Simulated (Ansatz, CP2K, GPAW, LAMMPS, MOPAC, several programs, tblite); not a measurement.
**What cheap methods get right for SiO2 (Stishovite)**

How much accuracy does each second buy? SiO2 (Stishovite) is computed with 12 methods, from the cheapest up to r2SCAN.

Computed with LAMMPS, MOPAC, tblite, CP2K, Ansatz, GPAW (versions at each run) (no spin polarisation, static lattice; gaps from single points on the cell relaxed beforehand with r²SCAN, unless a step's input says otherwise).

1 further run of the same task is left out (set aside as unsound or not needed).

### 1 The structure to begin with

It takes space group P4_2/mnm (No. 136, tetragonal). The conventional cell has a = 4.185 Å, b = 4.185 Å, c = 2.669 Å, α = 90.00°, β = 90.00°, γ = 90.00°. Si (site symmetry mmm) has 6 O at 1.76 to 1.81 Å as nearest neighbours. O (site symmetry m2m) is surrounded by 3 Si at 1.76 to 1.81 Å.

Coordinates:

```cif
data_structure
_symmetry_space_group_name_H-M 'P 1'
_symmetry_Int_Tables_number 1
_cell_length_a 4.1852
_cell_length_b 4.1852
_cell_length_c 2.6688
_cell_angle_alpha 90.000
_cell_angle_beta 90.000
_cell_angle_gamma 90.000
_cell_volume 46.75
loop_
_atom_site_label
_atom_site_type_symbol
_atom_site_fract_x
_atom_site_fract_y
_atom_site_fract_z
_atom_site_occupancy
Si1 Si 0.00000 0.00000 0.00000 1
Si2 Si 0.50000 0.50000 0.50000 1
O1 O 0.30610 0.30610 0.00000 1
O2 O 0.19390 0.80610 0.50000 1
O3 O 0.69390 0.69390 0.00000 1
O4 O 0.80610 0.19390 0.50000 1
```

**Question.** The methods are SiO.1997.vashishta, SiO.tersoff, PM6, PM7, GFN1-xTB (tblite), GFN2-xTB (tblite), PBE/DZVP, PBE/SZV, coarse PBE, GLLB-SC, PBE, r2SCAN. What gap does r2SCAN give on this cell, and which other methods (full PBE left aside) come nearest to r2SCAN and farthest in gap, volume and bulk modulus?

| quantity | value |
| --- | --- |
| r2SCAN | gap 6.51 eV, 7.79 Å³/atom, B₀ 337 GPa |
| gap: nearest and farthest of the other methods | PM6 (-0.05 eV), GLLB-SC (+1.81 eV) |
| volume: nearest and farthest of the other methods | PBE/DZVP (+3.2 %), SiO.1997.vashishta (+53.9 %) |
| bulk modulus: nearest and farthest of the other methods | PBE/DZVP (-13 %), SiO.1997.vashishta (-83 %) |

**Reading.** Among the 8 methods compared for the gap (full PBE left aside), PM6 is nearest to r2SCAN and GLLB-SC farthest. Among the 5 methods compared for the volume (full PBE left aside), PBE/DZVP is nearest to r2SCAN and SiO.1997.vashishta farthest. For the bulk modulus, of the 5 methods compared (full PBE left aside), PBE/DZVP comes nearest to r2SCAN and SiO.1997.vashishta is farthest. A minimal basis or a coarse cutoff and mesh shifts results by its own error, so closeness to r2SCAN can be chance. Cluster runs see only the k-points that fold onto the zone centre, so their gaps can miss the band edges. GLLB-SC is compared with its derivative discontinuity added. No volume is given for SiO.tersoff, PM6, PBE/SZV, coarse PBE, which can hide a larger miss. CPU times run from 0.11 s (SiO.1997.vashishta) to 22 s (PBE/DZVP). On this cell PM6, PM7, GFN2-xTB (tblite), PBE/DZVP, GLLB-SC cost more than r2SCAN itself (10 s), so they are no saving here. r2SCAN is a yardstick, not the truth: it usually gives gaps below the measured ones.
